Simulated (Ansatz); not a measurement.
**TaVN2 under changes of volume**

One of the cells (9.990 Å³/atom); the others are scaled copies at fixed shape and fractional positions:

```
Ta V N
1.0
     3.04987    0.00000    0.00000
     0.00000    3.04987    0.00000
     0.00000    0.00000    4.29606
Ta V N
1 1 2
Direct
  0.00000 0.00000 0.00000
  0.50000 0.50000 0.50000
  0.50000 0.50000 0.00000
  0.00000 0.00000 0.50000
```

The cell comes from a database or a generator and needn't be the stable form of this composition.

| Property | Result |
| --- | --- |
| Program | Ansatz 0.2.0 |
| Functional | PBEsol |
| Potentials or basis | Ansatz PAW |
| Cutoff | 420 eV (not typed: the program's choice for these potentials) |
| k mesh | 9 × 9 × 6 |
| Occupations | fermi-dirac, width 0.05 eV |
| Spin | collinear spin, ferromagnetic start |
| Starting moments | [0.0, 2.0, 0.0, 0.0] μB |

```csv
volume (Å³/atom),energy over the lowest point (meV/atom),pressure (GPa),moment (μB per cell)
9.391,5.67,8.3,0.27
9.591,0.00,1.2,0.60
9.790,2.57,-5.3,0.77
9.990,12.92,-11.1,0.90
10.190,30.11,-16.3,1.03
10.390,53.39,-20.9,1.13
10.590,?,?,?
```

Question: What does the run at 10.590 Å³/atom give?

Answer: Energy over the lowest point 82.08 meV/atom; pressure -25.0 GPa; moment 1.24 μB per cell.

Worked out: A Birch-Murnaghan fit of order 3 (a polynomial in V^(-2/3)) to the other rows has its minimum at 9.62 Å³/atom with B0 = V·E''(V) = 320 GPa and B' = 4.1 at fixed shape and positions, which overstates the stiffness. It gives 82.30 meV/atom at 10.590 Å³/atom, against the run's 82.08, and -dE/dV = -25.2 GPa, against -25.0. A parabola through the other rows of the moment, of slope -0.00375 μB per Å³/atom there, extrapolates to 1.14 μB, against the run's 1.24.

Energies are extrapolated to zero smearing.

Caveats: the PAW data sets come from PBE, with cores solved anew for the run's functional, which leaves a small shift of forces and pressure.
